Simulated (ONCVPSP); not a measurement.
**Technetium: generating and testing an ONCV potential**

Aim: build the potential from the settings below, then test how well it stands in for the atom: other configurations, scattering, ghost states and the plane-wave cutoff that it needs.

Program: ONCVPSP 4.0.1. Reference atom: PBEsol, scalar-relativistic, spherical and spin-unpolarised. All values are calculated.

### 1 Starting point

The settings as typed:

```json
{
  "element": "technetium (Tc, Z = 43)",
  "type": "optimised norm-conserving Vanderbilt (ONCV)",
  "frozen core": "[Ar] 3d10",
  "valence charge": "15",
  "reference configuration": "4s2 4p6 4d5 5s2",
  "partial waves": "4s+5s: rc 1.95 bohr, ncon 4, nbas 8, qcut 5.3 1/bohr, 3 projectors, debl 0.4 Ha; 4p: rc 1.90 bohr, ncon 4, nbas 7, qcut 8.9 1/bohr, 2 projectors, debl 3.2 Ha; 4d: rc 1.60 bohr, ncon 5, nbas 9, qcut 5.8 1/bohr, 1 projector",
  "local potential": "polynomial inside 1.40 bohr (lpopt 5, dvloc0 0 Ha)",
  "core correction": "Teter function, fcfact 2, rcfact 1.25"
}
```

The outer shells as boxes (Hund's rule for the drawing; the calculation is spin-unpolarised):

```
[Ar] core
3d [↑↓][↑↓][↑↓][↑↓][↑↓]
4s [↑↓]
4p [↑↓][↑↓][↑↓]
4d [↑ ][↑ ][↑ ][↑ ][↑ ]
5s [↑↓]
```

The nodes and maxima of the atom's own shells, from an earlier all-electron run, set the scale for the radii.

All-electron outer shells of the reference configuration (PBEsol, scalar-relativistic, ld1.x):

```json
{"shell": "3d", "level (eV)": "-249.88", "outermost node (bohr)": "–", "outermost maximum (bohr)": "0.31"}
{"shell": "4s", "level (eV)": "-73.32", "outermost node (bohr)": "0.50", "outermost maximum (bohr)": "0.95"}
{"shell": "4p", "level (eV)": "-45.30", "outermost node (bohr)": "0.51", "outermost maximum (bohr)": "1.03"}
{"shell": "4d", "level (eV)": "-6.67", "outermost node (bohr)": "0.50", "outermost maximum (bohr)": "1.27"}
{"shell": "5s", "level (eV)": "-5.08", "outermost node (bohr)": "1.28", "outermost maximum (bohr)": "2.72"}
{"shell": "5p", "level (eV)": "-1.38", "outermost node (bohr)": "1.45", "outermost maximum (bohr)": "3.63"}
```

### 2 The generation run

Tc.dat reads:

```
# ATOM AND REFERENCE CONFIGURATION
# atsym  z   nc   nv     iexc    psfile
  Tc 43.00    6    4  -116133      upf
#
#   n    l    f
    1    0    2.00
    2    0    2.00
    2    1    6.00
    3    0    2.00
    3    1    6.00
    3    2   10.00
    4    0    2.00
    4    1    6.00
    4    2    5.00
    5    0    2.00
#
# PSEUDOPOTENTIAL AND OPTIMIZATION
# lmax
    2
#
#   l,   rc,      ep,       ncon, nbas, qcut
    0    1.95    0.00    4    8    5.30
    1    1.90    0.00    4    7    8.90
    2    1.60    0.00    5    9    5.80
#
# LOCAL POTENTIAL
# lloc, lpopt,  rc(5),   dvloc0
    4    5    1.40    0.00
#
# VANDERBILT-KLEINMAN-BYLANDER PROJECTORs
# l, nproj, debl
    0    3    0.40
    1    2    3.20
    2    1    2.10
#
# MODEL CORE CHARGE
# icmod, fcfact, rcfact
    3    2.00    1.25
#
# LOG DERIVATIVE ANALYSIS
# epsh1, epsh2, depsh
   -4.00    5.00    0.02
#
# OUTPUT GRID
# rlmax, drl
    6.00    0.01
#
# TEST CONFIGURATIONS
# ncnf
    4
# nvcnf
#   n    l    f
    4
    4    0    2.00
    4    1    6.00
    4    2    5.00
    5    0    1.00
#
    4
    4    0    2.00
    4    1    6.00
    4    2    5.00
    5    0    0.00
#
    4
    4    0    2.00
    4    1    6.00
    4    2    4.00
    5    0    0.00
#
    4
    4    0    2.00
    4    1    6.00
    4    2    6.00
    5    0    1.00
#
```

The run is started by

```console
$ oncvpsp.x < Tc.dat > Tc.out
```

**Question.** What will these runs give? Wanted: cutoffs for 1 and 0.1 mHa per electron, occupied waves; bound ghosts; GHOST(+) flags; largest test error; largest phase difference near zero energy, channels read; rms error of d²Exc/dn², without and with the model core.

As calculated:

| quantity | value |
| --- | --- |
| cutoffs for 1 and 0.1 mHa per electron, occupied waves | 36 Ha and 104 Ha |
| bound ghosts | none found |
| GHOST(+) flags | s at 317 eV (1 near or above the test basis's cutoff) |
| largest test error (AE − PS) | -12 meV, for 4s2 4p6 4d5 5s0 |
| largest phase difference near zero energy, channels read | 0.000 rad |
| rms error of d²Exc/dn², without and with the model core | 3.82 and 1.16 mHa |

**Reading.** The worst unpolarised test, 4s2 4p6 4d5 5s0, is off by 12 meV on 23.0 eV; by total energies transferability rates as good. By its cutoff, 36 Ha for the looser tolerance, it is hard. The tighter tolerance needs 104 Ha, and converged work needs a cutoff nearer that. At the looser tolerance the 4d wave is the slowest; 4p needs 13 Ha. No bound ghost shows below the valence levels. Near zero energy the phases of the channels with partial waves agree within 0.001 rad. The program also flags highly localised states, GHOST(+) (s).
